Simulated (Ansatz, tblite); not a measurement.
# The cluster Ge₃Se₄: rung by rung

Aim: run the singlet of the cluster Ge₃Se₄ at one geometry on many levels, and compare frontier levels, spin and run time.

Computed with Ansatz 0.2.0, Gaussian basis. Level: as each input shows.

The runs, in order: GFN1-xTB, GFN2-xTB, PBE-D4/def2-TZVP, r2SCAN-D4/def2-TZVP, LC-ωPBE/def2-TZVP, PBE-D4/def2-SVP, PBE0-D4/def2-SVP, MP2/def2-SVP, RPA/def2-SVP.

12 further runs of the same task are left out: 10 that didn't finish, 2 set aside as unsound or not needed. Runs told in other sessions of the task aren't counted.

### Step 1. The geometry

The singlet was relaxed beforehand with PBE-D4/def2-SVP. At that level it is the lowest of the isomers that a small search found.

7 atoms, charge 0, spin multiplicity 1.

Bond lengths: Ge1–Se5 2.429 Å, Ge1–Se6 2.743 Å, Ge1–Se7 2.599 Å, Ge2–Se4 2.743 Å, Ge2–Se5 2.429 Å, Ge2–Se7 2.599 Å, Ge3–Se4 2.564 Å, Ge3–Se6 2.564 Å, Ge3–Se7 2.555 Å, Se4–Se6 2.391 Å. Angles: Se5–Ge1–Se6 94.6°, Se5–Ge1–Se7 92.2°, Se6–Ge1–Se7 88.3°, Se4–Ge2–Se5 94.6°, Se4–Ge2–Se7 88.3°, Se5–Ge2–Se7 92.2°, Se4–Ge3–Se6 55.6°, Se4–Ge3–Se7 93.3°, Se6–Ge3–Se7 93.3°, Ge2–Se4–Ge3 86.2°, Ge2–Se4–Se6 100.5°, Ge3–Se4–Se6 62.2°, Ge1–Se5–Ge2 88.6°, Ge1–Se6–Ge3 86.2°, Ge1–Se6–Se4 100.5°, Ge3–Se6–Se4 62.2°, Ge1–Se7–Ge2 81.5°, Ge1–Se7–Ge3 89.5° and more.

PBE0-D4/def2-TZVP was run before; its log isn't repeated, and its numbers join the tables.

### Step 2. GFN1-xTB

Tight binding, by tblite at 300 K electronic temperature and without a spin-polarisation term:

```python
tblite.interface.Calculator('GFN1-xTB', numbers, positions, charge=0, uhf=0).singlepoint()
```

Energy -504.4682 eV, HOMO -9.12 eV, LUMO -7.07 eV; 0.034 s.

### Step 3. GFN2-xTB

Tight binding, by tblite at 300 K electronic temperature and without a spin-polarisation term:

```python
tblite.interface.Calculator('GFN2-xTB', numbers, positions, charge=0, uhf=0).singlepoint()
```

Energy -511.0110 eV, HOMO -10.54 eV, LUMO -8.54 eV; 0.044 s.

### Step 4. PBE-D4/def2-TZVP

start.molden holds the orbitals of an earlier run on this state, given as this run's starting guess.

in.yaml

```yaml
crystal:
  periodic: [false, false, false]
  atoms:
    - {symbol: Ge, position_ang: [-1.566832, -0.267425, 1.211708]}
    - {symbol: Ge, position_ang: [0.784340, 1.837564, -0.036561]}
    - {symbol: Ge, position_ang: [-0.118340, -1.064187, -2.019030]}
    - {symbol: Se, position_ang: [1.946622, -0.587515, -0.575028]}
    - {symbol: Se, position_ang: [0.077301, 1.220202, 2.204006]}
    - {symbol: Se, position_ang: [0.290037, -2.071023, 0.303933]}
    - {symbol: Se, position_ang: [-1.413117, 0.932394, -1.089028]}
basis:
  gaussian: {orbitals: def2-TZVP, initial_orbitals: start.molden}
hamiltonian: {xc: pbe, dispersion: d4}
scf: {omitted_lower_state_checks: [starts]}
output: {forces: true, orbitals: {seedname: orbitals}}
```

Launch:

```
> ansatz run in.yaml --threads 4 --pin off --events-out ev --progress --plain --max-ram 4787MiB
```

After this run come: r2SCAN-D4/def2-TZVP; LC-ωPBE/def2-TZVP; PBE-D4/def2-SVP; PBE0-D4/def2-SVP; MP2/def2-SVP; RPA/def2-SVP.

Before running them: what should the planned runs give, taken together? Wanted: gap in def2-TZVP, named functionals, smallest and largest; correlation energy, MP2/def2-SVP; binding an atom, functionals in def2-TZVP; PBE0 total energy, smallest basis above largest.

As calculated:

| quantity | value |
| --- | --- |
| gap in def2-TZVP, named functionals, smallest and largest | 1.93 eV (PBE-D4), 7.71 eV (LC-ωPBE) |
| correlation energy, MP2/def2-SVP | -43.13 eV |
| binding an atom, functionals in def2-TZVP | 2.77 (LC-ωPBE) to 3.29 eV (PBE-D4) |
| PBE0 total energy, smallest basis above largest | 53.36 eV (def2-SVP, def2-TZVP) |

In words: Over the named functionals in def2-TZVP the gap runs from 1.93 eV (PBE-D4) to 7.71 eV (LC-ωPBE); exact exchange widens it.
